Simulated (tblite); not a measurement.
# C5H8FNPSi: the cost of one run

Computed with tblite 0.8.0 and PySCF 2.14.0, with density-fitted response routines of our own, on a single molecule in the gas phase. Atoms are numbered from 0 throughout.

## Step 1: The starting structure

17 atoms, charge 1, multiplicity 1; geometry from: force field or distance geometry start.

Bonds of the start (Å): N0–C1 1.16, C1–C2 1.47, C2–C3 1.52, C3–P4 1.82, P4–C5 1.77, C5–F6 1.34, C5–C7 1.33, C7–Si8 1.74, C7–P4 1.69, C2–H9 1.10, C2–H10 1.11, C3–H11 1.08, C3–H12 1.09, P4–H13 1.40, Si8–H14 1.49, Si8–H15 1.47, Si8–H16 1.48.

## Step 2: Optimising the geometry with GFN2-xTB

The job: settings as JSON, then the geometry in Å.

```
{"job": {"kind": "relax", "xc": "GFN2-xTB", "basis": "xTB"}, "charge": 1, "multiplicity": 1}
N     -1.788700     2.959000     1.010700
C     -2.131600     1.989200     0.471100
C     -2.505600     0.727400    -0.173000
C     -1.302500     0.034800    -0.781300
P     -0.114500    -0.471100     0.501100
C      0.768500    -1.643500    -0.486400
F      1.305200    -2.829300    -0.174000
C      1.421600    -0.526200    -0.192200
Si     3.030600    -0.059900     0.260400
H     -3.003600     0.070300     0.556300
H     -3.245900     0.936900    -0.969600
H     -0.811900     0.682400    -1.496600
H     -1.653800    -0.858400    -1.305500
H     -0.516800    -1.317900     1.541900
H      3.253800     1.380900    -0.062900
H      4.059600    -0.849000    -0.433800
H      3.228900    -0.213700     1.723900
```

On the command line:

```bash
> OMP_NUM_THREADS=1 python probes_run.py task.json out
```

One launch serves the whole session: the jobs run in the order shown.

Q: Estimate the wall time of this first job on 1 thread of Arm Neoverse V1, shared host.

About 1.5 s.
